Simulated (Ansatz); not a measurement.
**C₂HF₂Si radical: a ladder of functionals and wavefunction methods**

An exercise on one series of results from a longer session: the logs are not shown, and one member is left open.

Program: Ansatz 0.2.0, Gaussian basis. Level of theory: functionals in def2-TZVPP, the program's frozen cores in correlated methods. These are calculated values, not measurements.

The runs, in order: LDA (SPW92), PBE-D4, revPBE-D4, BLYP-D4, r2SCAN-D4, B97M-V, PBE0-D4, B3LYP-D4, r2SCANh-D4, r2SCAN0-D4, HSE06-D4, BHLYP-D4, CAM-B3LYP-D4, LC-ωPBE, ωB97X-V, ωB97M-V, B2PLYP, PBE-QIDH; CCSD(T)/def2-SVP; CCSD(T)/def2-TZVPP; MP2/def2-QZVPP; extrapolation to the limit; RPA on PBE.

### Structure used throughout

All runs share one geometry, relaxed beforehand with PBE0-D4 in a triple-zeta def2 set.

SMILES `[C]#C[SiH](F)F`, 6 atoms, charge 0, spin multiplicity 2.

Atoms are counted from 1 here; the program's logs count them from 0.

Bond lengths: C1–C2 1.211 Å, C2–Si3 1.812 Å, Si3–F4 1.580 Å, Si3–F5 1.580 Å, Si3–H6 1.468 Å. Angles: C1–C2–Si3 176.8°, C2–Si3–F4 108.8°, C2–Si3–F5 108.8°, C2–Si3–H6 112.5°, F4–Si3–F5 107.9°, F4–Si3–H6 109.4°, F5–Si3–H6 109.4°.

Geometry (Å):

```
C     0.8584   -2.0851    1.0522
C     0.4453   -1.0826    0.5129
Si   -0.1830    0.4592   -0.2013
F    -1.4799    0.1382   -1.0440
F     0.9041    1.0434   -1.1871
H    -0.5028    1.4630    0.8213
```

The first run:

in.yaml

```yaml
crystal:
  periodic: [false, false, false]
  atoms:
    - {symbol: C, position_ang: [0.858351, -2.085120, 1.052197]}
    - {symbol: C, position_ang: [0.445304, -1.082604, 0.512858]}
    - {symbol: Si, position_ang: [-0.183033, 0.459250, -0.201262]}
    - {symbol: F, position_ang: [-1.479854, 0.138191, -1.044037]}
    - {symbol: F, position_ang: [0.904114, 1.043430, -1.187131]}
    - {symbol: H, position_ang: [-0.502781, 1.462953, 0.821274]}
basis:
  gaussian: {orbitals: def2-TZVPP}
magnetization: {spin_polarized: true, initial_magnetization: 1}
hamiltonian: {xc: lda}
output: {orbitals: {seedname: orbitals}}
```

Among the steps run: LDA; PBE-D4 (GGA); revPBE-D4 (GGA); BLYP-D4 (GGA); r2SCAN-D4 (meta-GGA); B97M-V (meta-GGA); PBE0-D4 (hybrid); B3LYP-D4 (hybrid); r2SCANh-D4 (hybrid); r2SCAN0-D4 (hybrid); HSE06-D4 (hybrid); BHLYP-D4 (hybrid); CAM-B3LYP-D4 (range-separated); LC-ωPBE-D4 (range-separated; the results give it without D4); ωB97X-V (range-separated); ωB97M-V (range-separated); B2PLYP (double hybrid); PBE-QIDH (double hybrid).

One table of the session follows, with a row left open; its other results are not shown here.

It belongs to the step «Frontier levels by functional». 

```
  functional  HOMO (eV)  LUMO (eV)  gap (eV)
 LDA (SPW92)      -8.01      -7.23      0.79
      PBE-D4      -7.86      -6.64      1.22
   revPBE-D4      -7.79      -6.44      1.35
     BLYP-D4      -7.70      -6.78      0.91
   r2SCAN-D4      -8.09      -5.82      2.27
      B97M-V      -8.08      -6.45      1.63
     PBE0-D4      -9.12      -5.27      3.85
    B3LYP-D4      -8.87      -5.90      2.98
  r2SCANh-D4          ?          ?         ?
  r2SCAN0-D4      -9.28      -4.70      4.58
    HSE06-D4      -8.71      -5.66      3.05
    BHLYP-D4     -10.22      -4.21      6.01
CAM-B3LYP-D4     -10.51      -4.37      6.15
     LC-ωPBE     -11.98      -2.50      9.48
     ωB97X-V     -11.54      -3.42      8.12
     ωB97M-V     -11.37      -3.43      7.94
```

**Question.** Estimate the row for r2SCANh-D4.

Worked estimate for «HOMO (eV)». Against the share of exact exchange, r2SCAN-D4 (0, -8.09), r2SCAN0-D4 (0.25, -9.28) give a slope of -4.76 per unit share; at 0.1 the line stands at -8.57.

**Answer.** HOMO (eV): -8.57; LUMO (eV): -5.37; gap (eV): 3.20. In «HOMO (eV)» the line misses by 0.00.
